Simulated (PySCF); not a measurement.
**Nd(NO3)3: other functionals and bases at one geometry**

How far do other levels of theory move the description of Nd(NO3)3, and what does each cost? It is a constructed species; whether it can be made isn't addressed.

The runs use PySCF 2.14.0; several levels, as the steps say, no spin–orbit coupling.

5 further runs of the same task are left out: 2 for a known fault of the program, 3 that didn't finish.

## Step 1: The starting structure

13 atoms, charge 0, spin multiplicity 1.

Bond lengths: Nd1–O2 2.393 Å, Nd1–O3 2.393 Å, Nd1–N4 2.839 Å, Nd1–O6 2.393 Å, Nd1–O7 2.393 Å, Nd1–N8 2.839 Å, Nd1–O10 2.393 Å, Nd1–O11 2.393 Å, Nd1–N12 2.839 Å, O2–N4 1.291 Å, O3–N4 1.291 Å, N4–O5 1.189 Å, O6–N8 1.291 Å, O7–N8 1.291 Å, N8–O9 1.189 Å, O10–N12 1.291 Å, O11–N12 1.291 Å, N12–O13 1.189 Å. Angles: O2–Nd1–O3 53.8°, O2–Nd1–N4 26.9°, O2–Nd1–O6 101.5°, O2–Nd1–O7 119.7°, O2–Nd1–N8 112.9°, O2–Nd1–O10 101.5°, O2–Nd1–O11 134.2°, O2–Nd1–N12 120.2°, O3–Nd1–N4 26.9°, O3–Nd1–O6 134.2°, O3–Nd1–O7 101.5°, O3–Nd1–N8 120.2°, O3–Nd1–O10 119.7°, O3–Nd1–O11 101.5°, O3–Nd1–N12 112.9°, N4–Nd1–O6 120.2°, N4–Nd1–O7 112.9°, N4–Nd1–N8 120.0° and more.

As a file:

```
Nd    0.0000    0.0000    0.0000
O     2.1343    0.1560    1.0706
O     2.1343   -0.1560   -1.0706
N     2.8390    0.0000    0.0000
O     4.0279    0.0000    0.0000
O    -1.2022    1.7703    1.0706
O    -0.9320    1.9263   -1.0706
N    -1.4195    2.4586    0.0000
O    -2.0139    3.4883    0.0000
O    -0.9321   -1.9263    1.0706
O    -1.2022   -1.7703   -1.0706
N    -1.4195   -2.4586    0.0000
O    -2.0139   -3.4882    0.0000
```

Formal oxidation states: Nd +3. Each metal's 3 4f electrons lie in its core potential, so multiplicities, spins and levels count the valence alone. An earlier session relaxed this geometry at r2SCAN, Nd lcecp-1-SVP with ECP49, O def2-SVP, N def2-SVP (singlet, point group D3).

At r2SCAN on the finer grid: E = -874.085823 Eh, HOMO -7.95 eV, LUMO -3.74 eV, Mulliken charge on Nd1 +1.34 e, largest force component 0.079 eV/Å. 

Levels to run: BLYP; PBE; revPBE; CAM-B3LYP. Hardware: 4 threads of Arm Neoverse V2, shared host.

## Step 2: BLYP

run.py (the lines that set the calculation)

```python
mol = gto.M(atom='''
Nd     0.00000     0.00000     0.00000
O      2.13427     0.15598     1.07058
O      2.13427    -0.15599    -1.07058
N      2.83897    -0.00001     0.00000
O      4.02789    -0.00001     0.00000
O     -1.20222     1.77034     1.07058
O     -0.93204     1.92632    -1.07058
N     -1.41948     2.45862     0.00000
O     -2.01394     3.48826     0.00000
O     -0.93205    -1.92632     1.07058
O     -1.20222    -1.77033    -1.07058
N     -1.41949    -2.45862     0.00000
O     -2.01395    -3.48825     0.00000''',
    basis={'Nd': 'lcecp-1-SVP', 'O': 'def2-SVP', 'N': 'def2-SVP'},
    ecp={'Nd': 'lcecp-1-SVP'},
    charge=0, spin=0)
mf = dft.RKS(mol, xc='BLYP')
mf.grids.atom_grid = (75, 302)  # f atoms: unpruned, at least (60, 302)
mf = mf.density_fit()  # fitting sets: Nd AutoAux, O def2-universal-JKFIT, N def2-universal-JKFIT
mf.conv_tol = 1e-08; mf.max_cycle = 55
mf.kernel(dm0)  # dm0: the density of the relaxed state
```

Launch:

```
$ OMP_NUM_THREADS=4 python run.py
```

## Step 3: PBE

run.py (the lines that set the calculation), as its differences from that of step 2:

```diff
@@ -17,3 +17,3 @@
     charge=0, spin=0)
-mf = dft.RKS(mol, xc='BLYP')
+mf = dft.RKS(mol, xc='PBE')
 mf.grids.atom_grid = (75, 302)  # f atoms: unpruned, at least (60, 302)
```

## Step 4: revPBE

run.py (the lines that set the calculation), as its differences from that of step 3:

```diff
@@ -17,3 +17,3 @@
     charge=0, spin=0)
-mf = dft.RKS(mol, xc='PBE')
+mf = dft.RKS(mol, xc='PBE_R,PBE')
 mf.grids.atom_grid = (75, 302)  # f atoms: unpruned, at least (60, 302)
```

## Step 5: CAM-B3LYP

run.py (the lines that set the calculation), as its differences from that of step 4:

```diff
@@ -17,3 +17,3 @@
     charge=0, spin=0)
-mf = dft.RKS(mol, xc='PBE_R,PBE')
+mf = dft.RKS(mol, xc='CAMB3LYP')
 mf.grids.atom_grid = (75, 302)  # f atoms: unpruned, at least (60, 302)
```

**Question.** What will these runs give? Wanted: for each run, HOMO; gap; charge on Nd1; dipole; largest force.

The runs gave:

| level | state | HOMO (eV) | gap (eV) | charge on Nd1 (e) | dipole (D) | largest force (eV/Å) | basis functions | time |
| --- | --- | --- | --- | --- | --- | --- | --- | --- |
| r2SCAN (relaxed here) | singlet | -7.95 | 4.20 | 1.34 | 0.00 | 0.08 | 201 | 2 min |
| BLYP | singlet | -7.24 | 3.67 | 1.10 | 0.00 | 1.63 | 201 | 15 s |
| PBE | singlet | -7.39 | 3.69 | 1.14 | 0.00 | 0.97 | 201 | 13 s |
| revPBE | singlet | -7.33 | 3.73 | 1.18 | 0.00 | 1.30 | 201 | 13 s |
| CAM-B3LYP | singlet | -10.79 | 9.05 | 1.32 | 0.00 | 0.75 | 201 | 26 s |

Times are on 4 threads of Arm Neoverse V2, shared host; the first row also made further properties.

In one basis the HOMO–LUMO gap runs from 3.67 eV (BLYP) to 9.05 eV (CAM-B3LYP). The largest leftover force, 1.63 eV/Å with BLYP, stands at a geometry relaxed at another level. The Mulliken charge on Nd spans +1.10 to +1.34 e over the levels. With 4f in the core, its levels are missing from HOMO and gap. Total energies of different levels can't be compared. Spin–orbit coupling is left out throughout.
